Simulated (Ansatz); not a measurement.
# C₂H₇AlBF: one species, many methods

Aim: compute C₂H₇AlBF with functionals from several rungs and with coupled cluster. The yardstick is the atomisation energy at the CCSD(T) limit.

Computed with Ansatz 0.2.0, Gaussian basis. Level: functionals in def2-TZVPP, the program's frozen cores in correlated methods.

Plan: LDA (SPW92), PBE-D4, revPBE-D4, BLYP-D4, r2SCAN-D4, B97M-V, PBE0-D4, B3LYP-D4, r2SCANh-D4, r2SCAN0-D4, HSE06-D4, BHLYP-D4, CAM-B3LYP-D4, LC-ωPBE, ωB97X-V, ωB97M-V, B2PLYP, PBE-QIDH; CCSD(T)/def2-SVP; CCSD(T)/def2-TZVPP; MP2/def2-QZVPP; extrapolation to the limit; RPA on PBE.

## 1. The geometry

An earlier PBE0-D4 in a triple-zeta def2 set relaxation fixed the geometry.

12 atoms, charge 0, spin multiplicity 1.

Atoms are counted from 1 here; the program's logs count them from 0.

Bond lengths: C1–B2 1.556 Å, C1–H6 1.093 Å, C1–H7 1.091 Å, C1–H8 1.106 Å, B2–Al3 2.134 Å, B2–H9 1.206 Å, Al3–C4 1.949 Å, Al3–F5 1.664 Å, C4–H10 1.095 Å, C4–H11 1.095 Å, C4–H12 1.093 Å. Angles: B2–C1–H6 114.5°, B2–C1–H7 117.4°, B2–C1–H8 102.4°, H6–C1–H7 109.9°, H6–C1–H8 105.0°, H7–C1–H8 106.3°, C1–B2–Al3 126.1°, C1–B2–H9 115.5°, Al3–B2–H9 118.3°, B2–Al3–C4 128.5°, B2–Al3–F5 116.0°, C4–Al3–F5 115.5°, Al3–C4–H10 110.9°, Al3–C4–H11 110.6°, Al3–C4–H12 113.0°, H10–C4–H11 106.5°, H10–C4–H12 107.9°, H11–C4–H12 107.7°.

## 2. LDA

This LDA is Slater exchange with PW92 correlation.

in.yaml reads:

```yaml
crystal:
  periodic: [false, false, false]
  atoms:
    - {symbol: C, position_ang: [-1.592854, -0.347787, 1.631770]}
    - {symbol: B, position_ang: [-0.674728, 0.695994, 0.931767]}
    - {symbol: Al, position_ang: [1.116261, 0.272502, -0.148799]}
    - {symbol: C, position_ang: [1.316145, -0.187674, -2.032424]}
    - {symbol: F, position_ang: [2.531684, 0.354981, 0.722571]}
    - {symbol: H, position_ang: [-2.142620, 0.039176, 2.494010]}
    - {symbol: H, position_ang: [-1.156208, -1.317653, 1.873828]}
    - {symbol: H, position_ang: [-2.365050, -0.538055, 0.862724]}
    - {symbol: H, position_ang: [-1.075228, 1.833129, 0.949810]}
    - {symbol: H, position_ang: [2.011876, 0.496130, -2.529593]}
    - {symbol: H, position_ang: [1.736876, -1.193243, -2.141039]}
    - {symbol: H, position_ang: [0.370746, -0.162599, -2.580724]}
basis:
  gaussian: {orbitals: def2-TZVPP}
hamiltonian: {xc: lda}
output: {orbitals: {seedname: orbitals}}
```

Started as:

```sh
$ ansatz run in.yaml --threads 4 --pin off --events-out ev --progress --plain --max-ram 10444MiB
```

Further steps of the session: PBE-D4 (GGA); revPBE-D4 (GGA); BLYP-D4 (GGA); r2SCAN-D4 (meta-GGA); B97M-V (meta-GGA); B3LYP-D4 (hybrid); r2SCANh-D4 (hybrid); r2SCAN0-D4 (hybrid); HSE06-D4 (hybrid); BHLYP-D4 (hybrid); CAM-B3LYP-D4 (range-separated); LC-ωPBE (range-separated); ωB97X-V (range-separated); ωB97M-V (range-separated); B2PLYP (double hybrid); PBE-QIDH (double hybrid); CCSD(T) in def2-SVP; CCSD(T) in def2-TZVPP; MP2 in def2-QZVPP; RPA on PBE orbitals.

Before running them: what should the planned runs give, taken together? Wanted: atomisation energy, CCSD(T)/CBS; farthest beyond LDA; mean size of error, GGA; mean size of error, meta-GGA; mean size of error, hybrid; mean size of error, range-separated; mean size of error, double hybrid; gap, smallest and largest; T1 diagnostic.

As calculated:

| quantity | value |
| --- | --- |
| atomisation energy, CCSD(T)/CBS | 1059.5 kcal/mol |
| functionals within 5.3 kcal/mol (0.5 %) | BLYP-D4, PBE0-D4, B3LYP-D4, r2SCANh-D4, HSE06-D4, LC-ωPBE, ωB97X-V, ωB97M-V, PBE-QIDH |
| farthest beyond LDA | BHLYP-D4 (-20.2 kcal/mol) |
| mean size of error, GGA | 9.5 kcal/mol |
| mean size of error, meta-GGA | 6.2 kcal/mol |
| mean size of error, hybrid | 5.2 kcal/mol |
| mean size of error, range-separated | 3.6 kcal/mol |
| mean size of error, double hybrid | 5.6 kcal/mol |
| gap, smallest and largest | 2.87 eV (LDA (SPW92)), 10.19 eV (LC-ωPBE) |
| T1 diagnostic | 0.0114 |
| triples share of the correlation energy | 3.3 % |

The LDA atomisation energy is off by 129.2 kcal/mol (12 %): it overbinds. PBE-D4 misses by +12.9 kcal/mol. Double hybrids carry the basis error of their MP2 part in triple zeta, and no dispersion term here, so their miss is partly the set-up's. The rungs range-separated, hybrid miss on average by less than the doubt on the reference (5.3 kcal/mol), so they tie. Misses under about 5.3 kcal/mol are within the doubt on the reference itself, which lacks core-valence correlation, relativity and higher excitations. Hartree-Fock recovers 77 % of the binding; the rest is correlation. CCSD(T) in def2-SVP is off by -47.0 kcal/mol, more than most functionals: a good method in a small basis is no reference. Orbital gaps span 2.9 to 10.2 eV; exact exchange widens them.
